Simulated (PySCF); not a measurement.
# C3H8BNO: the cost of one run

The runs use PySCF 2.14.0, with density-fitted response routines of our own; the level of theory stands in each step. All values are computed, except where a source is named. Atoms count from 0, in the outputs and in this text.

## (1) The molecule as given

14 atoms, charge 0, multiplicity 1; geometry from: GFN2-xTB. The atoms were then displaced at random by about 0.01 Å, so the start is not that level's minimum.

Bonds of the start (Å): C0–O1 1.41, O1–C2 1.42, O1–B3 1.68, B3–C4 1.52, C4–N5 1.15, C0–H6 1.07, C0–H7 1.11, C0–H8 1.11, C2–H9 1.10, C2–H10 1.11, C2–H11 1.07, B3–H12 1.18, B3–H13 1.21.

## (2) Optimising the geometry at PBE0-D3(BJ)/def2-SVP

Job settings and geometry (Å):

```
{"job": {"xc": "PBE0", "basis": "def2-SVP", "d3": "d3bj", "grid": 1, "shake": 0.01, "kind": "geom"}, "charge": 0, "multiplicity": 1}
C     -1.355090    -0.899180    -0.232220
O     -0.257920    -0.038260    -0.425760
C     -0.499630     1.273600     0.060660
B      1.159120    -0.705950     0.191170
C      2.250240     0.281850    -0.179070
N      3.081070     1.043790    -0.426800
H     -1.126420    -1.842600    -0.673340
H     -2.227040    -0.438040    -0.749730
H     -1.603420    -1.001920     0.845580
H      0.416500     1.855630    -0.118490
H     -0.683680     1.264910     1.155200
H     -1.323590     1.720980    -0.448140
H      1.209840    -1.731460    -0.387350
H      0.952860    -0.798420     1.380530
```

Command:

```
> OMP_NUM_THREADS=1 python probes_run.py task.json out
```

One launch serves the whole session: the jobs run in the order shown.

**Question.** How long does this first job take on 1 thread of Arm Neoverse V1, shared host, and how much memory does it need?

About 44 s, with a peak of 0.49 GiB.
